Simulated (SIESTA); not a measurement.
# GeSb4Te7 (P-3m1) in SIESTA: further runs, part 2 of 2

SIESTA 5.4.2. Earlier steps stand in the parts before.

## (3) Single point, LDA, 30.75 Å³/atom

GeSb4Te7.fdf

```
SystemName                      GeSb4Te7
SystemLabel                     GeSb4Te7
NumberOfSpecies                 3
NumberOfAtoms                   12
%block ChemicalSpeciesLabel
  1  52 Te
  2  51 Sb
  3  32 Ge
%endblock ChemicalSpeciesLabel

LatticeConstant                 1.0 Ang
%block LatticeVectors
     4.2017389492     0.0000000000     0.0000000000
    -2.1008694746     3.6388126701     0.0000000000
     0.0000000000     0.0000000000    24.1348255192
%endblock LatticeVectors
AtomicCoordinatesFormat         Fractional
%block AtomicCoordinatesAndAtomicSpecies
     0.0000000000     0.0000000000     0.2810217100  1  Te
     0.0000000000     0.0000000000     0.0000000000  1  Te
     0.3333333333     0.6666666667     0.5686057000  1  Te
     0.6666666667     0.3333333333     0.4313943000  1  Te
     0.0000000000     0.0000000000     0.7189782900  1  Te
     0.6666666667     0.3333333333     0.1502681300  1  Te
     0.3333333333     0.6666666667     0.8497318700  1  Te
     0.6666666667     0.3333333333     0.6502485000  2  Sb
     0.3333333333     0.6666666667     0.0811013800  2  Sb
     0.3333333333     0.6666666667     0.3497515000  2  Sb
     0.6666666667     0.3333333333     0.9188986200  2  Sb
     0.0000000000     0.0000000000     0.5000000000  3  Ge
%endblock AtomicCoordinatesAndAtomicSpecies

%block kgrid.MonkhorstPack
    5   0   0  0.0
    0   5   0  0.0
    0   0   2  0.0
%endblock kgrid.MonkhorstPack
XC.Functional                   LDA
XC.Authors                      PW92
PAO.BasisSize                   DZP
PAO.EnergyShift                 0.003 Ry
Mesh.Cutoff                     800 Ry
OccupationFunction              FD
ElectronicTemperature           0.05 eV
MaxSCFIterations                120
SCF.MustConverge                false
SCF.Mixer.Method                Pulay
SCF.Mixer.Weight                0.25
SCF.Mixer.History               8
SCF.DM.Tolerance                5.0e-05
SCF.H.Tolerance                 1.0e-03 eV
WriteForces                     true
Charge.Mulliken                 end
%block PAO.Basis
  Te 4
  n=5 0 2
    5.613 0.000
  n=5 1 2
    7.253 0.000
  n=4 2 2
    3.260 0.000
  n=5 2 1
    7.253
  Sb 4
  n=5 0 2
    5.972 0.000
  n=5 1 2
    7.827 0.000
  n=4 2 2
    3.490 0.000
  n=5 2 1
    7.827
  Ge 4
  n=4 0 2
    5.960 0.000
  n=4 1 2
    8.098 0.000
  n=3 2 2
    3.189 0.000
  n=4 2 1
    8.098
%endblock PAO.Basis
```

Potentials or basis: PseudoDojo 0.4 standard (LDA files), DZP (energy shift 0.003 Ry; two zetas on semicore shells).

Run with:

```sh
siesta < GeSb4Te7.fdf > GeSb4Te7.out 2>&1
```

Wall time 3 min (1 thread of Intel Xeon 6975P-C (Granite Rapids), shared host); peak memory 1.2 GiB.

Results (log left out):

- Free energy: -32231.3146 eV
- Pressure: 1.7 GPa
- Largest force: 0.670 eV/Å
- Band gap on the k mesh: 0.35 eV, direct

Caveat: spin-orbit coupling is left out, which moves the levels of the heavy elements; an odd mesh through Γ misses points on the zone boundary, where band edges often lie; the basis of atomic orbitals isn't converged, which shifts pressures, moduli and gaps.

## (4) Single point, LDA, 31.40 Å³/atom

Changes to GeSb4Te7.fdf since step 3:

```diff
@@ -12,5 +12,5 @@
 %block LatticeVectors
-     4.2017389492     0.0000000000     0.0000000000
-    -2.1008694746     3.6388126701     0.0000000000
-     0.0000000000     0.0000000000    24.1348255192
+     4.2313296351     0.0000000000     0.0000000000
+    -2.1156648175     3.6644389557     0.0000000000
+     0.0000000000     0.0000000000    24.3047946792
 %endblock LatticeVectors
```

Run with:

```sh
siesta < GeSb4Te7.fdf > GeSb4Te7.out 2>&1
```

Run time: 2.9 min. Hardware: 1 thread of Intel Xeon 6975P-C (Granite Rapids), shared host; peak memory 1.2 GiB.

The run converged. Its results:

```yaml
Free_energy: -32231.3658 eV
Pressure: 0.4 GPa
Largest_force: 0.487 eV/Å
Band_gap_on_the_k_mesh: 0.36 eV, direct
```

Caveat: spin-orbit coupling is left out, which moves the levels of the heavy elements; an odd mesh through Γ misses points on the zone boundary, where band edges often lie; the basis of atomic orbitals isn't converged, which shifts pressures, moduli and gaps.

## (5) Single point, LDA, 32.06 Å³/atom

Changes to GeSb4Te7.fdf since step 4:

```diff
@@ -12,5 +12,5 @@
 %block LatticeVectors
-     4.2313296351     0.0000000000     0.0000000000
-    -2.1156648175     3.6644389557     0.0000000000
-     0.0000000000     0.0000000000    24.3047946792
+     4.2605121409     0.0000000000     0.0000000000
+    -2.1302560705     3.6897117472     0.0000000000
+     0.0000000000     0.0000000000    24.4724192498
 %endblock LatticeVectors
```

Run with:

```sh
siesta < GeSb4Te7.fdf > GeSb4Te7.out 2>&1
```

It took 2.8 min on 1 thread of Intel Xeon 6975P-C (Granite Rapids), shared host; peak memory 1.2 GiB.

Results (log left out):

- Free energy: -32231.3590 eV
- Pressure: -0.7 GPa
- Largest force: 0.362 eV/Å
- Band gap on the k mesh: 0.37 eV, direct

Caveat: spin-orbit coupling is left out, which moves the levels of the heavy elements; an odd mesh through Γ misses points on the zone boundary, where band edges often lie; the basis of atomic orbitals isn't converged, which shifts pressures, moduli and gaps.

## (6) Single point, LDA, 32.71 Å³/atom

Changes to GeSb4Te7.fdf since step 5:

```diff
@@ -12,5 +12,5 @@
 %block LatticeVectors
-     4.2605121409     0.0000000000     0.0000000000
-    -2.1302560705     3.6897117472     0.0000000000
-     0.0000000000     0.0000000000    24.4724192498
+     4.2893002584     0.0000000000     0.0000000000
+    -2.1446501292     3.7146429882     0.0000000000
+     0.0000000000     0.0000000000    24.6377784500
 %endblock LatticeVectors
```

Potentials or basis: PseudoDojo 0.4 standard (LDA files), DZP (energy shift 0.003 Ry; two zetas on semicore shells).

Run with:

```sh
siesta < GeSb4Te7.fdf > GeSb4Te7.out 2>&1
```

Run time: 2.7 min. Hardware: 1 thread of Intel Xeon 6975P-C (Granite Rapids), shared host; peak memory 1.1 GiB.

It converged, with:

| Property | Result |
| --- | --- |
| Free energy | -32231.3002 eV |
| Pressure | -1.7 GPa |
| Largest force | 0.308 eV/Å |
| Band gap on the k mesh | 0.38 eV, direct |

Caveat: spin-orbit coupling is left out, which moves the levels of the heavy elements; an odd mesh through Γ misses points on the zone boundary, where band edges often lie; the basis of atomic orbitals isn't converged, which shifts pressures, moduli and gaps.

## (7) Single point, LDA, 33.37 Å³/atom

Changes to GeSb4Te7.fdf since step 6:

```diff
@@ -12,5 +12,5 @@
 %block LatticeVectors
-     4.2893002584     0.0000000000     0.0000000000
-    -2.1446501292     3.7146429882     0.0000000000
-     0.0000000000     0.0000000000    24.6377784500
+     4.3177070482     0.0000000000     0.0000000000
+    -2.1588535241     3.7392439898     0.0000000000
+     0.0000000000     0.0000000000    24.8009473009
 %endblock LatticeVectors
```

Run with:

```sh
siesta < GeSb4Te7.fdf > GeSb4Te7.out 2>&1
```

Run time: 2.9 min. Hardware: 1 thread of Intel Xeon 6975P-C (Granite Rapids), shared host; peak memory 1.1 GiB.

Results (log left out):

* Free energy: -32231.1947 eV
* Pressure: -2.6 GPa
* Largest force: 0.256 eV/Å
* Band gap on the k mesh: 0.38 eV, direct

Caveat: spin-orbit coupling is left out, which moves the levels of the heavy elements; an odd mesh through Γ misses points on the zone boundary, where band edges often lie; the basis of atomic orbitals isn't converged, which shifts pressures, moduli and gaps.

## (8) Single point, LDA, 34.02 Å³/atom

Changes to GeSb4Te7.fdf since step 7:

```diff
@@ -12,5 +12,5 @@
 %block LatticeVectors
-     4.3177070482     0.0000000000     0.0000000000
-    -2.1588535241     3.7392439898     0.0000000000
-     0.0000000000     0.0000000000    24.8009473009
+     4.3457448926     0.0000000000     0.0000000000
+    -2.1728724463     3.7635254753     0.0000000000
+     0.0000000000     0.0000000000    24.9619969259
 %endblock LatticeVectors
```

Run with:

```sh
siesta < GeSb4Te7.fdf > GeSb4Te7.out 2>&1
```

Run time: 3.5 min. Hardware: 1 thread of Intel Xeon 6975P-C (Granite Rapids), shared host; peak memory 1.4 GiB.

It converged, with:

```
Free energy            : -32231.0476 eV
Pressure               : -3.4 GPa
Largest force          : 0.206 eV/Å
Band gap on the k mesh : 0.39 eV, direct
```

Caveat: spin-orbit coupling is left out, which moves the levels of the heavy elements; an odd mesh through Γ misses points on the zone boundary, where band edges often lie; the basis of atomic orbitals isn't converged, which shifts pressures, moduli and gaps.

## (9) Single point, LDA, 34.68 Å³/atom

Changes to GeSb4Te7.fdf since step 8:

```diff
@@ -12,5 +12,5 @@
 %block LatticeVectors
-     4.3457448926     0.0000000000     0.0000000000
-    -2.1728724463     3.7635254753     0.0000000000
-     0.0000000000     0.0000000000    24.9619969259
+     4.3734255427     0.0000000000     0.0000000000
+    -2.1867127713     3.7874976215     0.0000000000
+     0.0000000000     0.0000000000    25.1209948236
 %endblock LatticeVectors
```

Potentials or basis: PseudoDojo 0.4 standard (LDA files), DZP (energy shift 0.003 Ry; two zetas on semicore shells).

Run with:

```sh
siesta < GeSb4Te7.fdf > GeSb4Te7.out 2>&1
```

Run time: 3.4 min. Hardware: 1 thread of Intel Xeon 6975P-C (Granite Rapids), shared host; peak memory 1.3 GiB.

The run converged. Its results:

```
Free energy            : -32230.8629 eV
Pressure               : -4.1 GPa
Largest force          : 0.250 eV/Å
Band gap on the k mesh : 0.40 eV, direct
```

Caveat: spin-orbit coupling is left out, which moves the levels of the heavy elements; an odd mesh through Γ misses points on the zone boundary, where band edges often lie; the basis of atomic orbitals isn't converged, which shifts pressures, moduli and gaps.

## (10) Equation of state, LDA

Potentials or basis: PseudoDojo 0.4 standard (LDA files), DZP (energy shift 0.003 Ry; two zetas on semicore shells).

This step only gathers the single runs of the series.

Results:

* Equilibrium volume: 31.65 Å³/atom
* Bulk modulus at fixed shape and positions: 55 GPa
* Pressure derivative of the bulk modulus: 4.3

Energy against volume, from the lowest point:
| volume (Å³/atom) | energy (meV/atom) |
| --- | --- |
| 30.750 | 4.27 |
| 31.405 | 0.00 |
| 32.059 | 0.57 |
| 32.713 | 5.47 |
| 33.368 | 14.26 |
| 34.022 | 26.52 |
| 34.676 | 41.91 |

Caveat: the cell was scaled at fixed shape and fractional positions, which overstates the stiffness of a crystal with free parameters, most of all of layers and chains; the basis of atomic orbitals isn't converged, which shifts pressures, moduli and gaps.
